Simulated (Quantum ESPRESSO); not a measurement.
**CdGeAs2 under changes of volume**

One of the cells (25.301 Å³/atom); the others are scaled copies at fixed shape and fractional positions:

```
CELL_PARAMETERS angstrom
-2.98887 2.98887 5.66430
2.98887 -2.98887 5.66430
2.98887 2.98887 -5.66430
ATOMIC_POSITIONS crystal
Cd 0.50000 0.50000 0.00000
Cd 0.25000 0.75000 0.50000
As 0.09622 0.12500 0.47122
As 0.37500 0.90378 0.02878
As 0.65378 0.62500 0.52878
As 0.87500 0.34622 0.97122
Ge 0.75000 0.25000 0.50000
Ge 0.00000 0.00000 0.00000
```

The cell is a database's computed one.

| Property | Result |
| --- | --- |
| Program | Quantum ESPRESSO 7.5 |
| Functional | PBE |
| Potentials or basis | SSSP 1.3 efficiency PBE |
| Cutoff | 816 eV |
| Density cutoff | 6531 eV |
| k mesh | 6 × 6 × 6 |
| Occupations | fermi-dirac, width 0.05 eV |
| Spin | no spin polarisation |

```csv
volume (Å³/atom),energy over the lowest point (meV/atom),pressure (GPa),gap on the mesh (eV),largest force (eV/Å)
23.783,?,?,?,?
24.289,30.47,5.1,0.06,0.187
24.795,16.57,3.6,0.18,0.165
25.301,7.16,2.3,0.19,0.145
25.807,1.78,1.1,0.18,0.125
26.313,0.00,0.0,0.18,0.106
26.819,1.46,-1.0,0.17,0.087
```

Q: What does the run at 23.783 Å³/atom give?

A: Energy over the lowest point 49.33 meV/atom; pressure 6.8 GPa; gap on the mesh 0.06 eV; largest force 0.208 eV/Å.

Worked out: A Birch-Murnaghan fit of order 3 (a polynomial in V^(-2/3)) to the other rows has its minimum at 26.33 Å³/atom with B0 = V·E''(V) = 53 GPa and B' = 4.7 at fixed shape and positions, which overstates the stiffness. It gives 49.39 meV/atom at 23.783 Å³/atom, against the run's 49.33, and -dE/dV = 6.8 GPa, against 6.8.

Energies are extrapolated to zero smearing.

A mesh can miss the band edges. Spin-orbit coupling on As, Cd, Ge is left out.
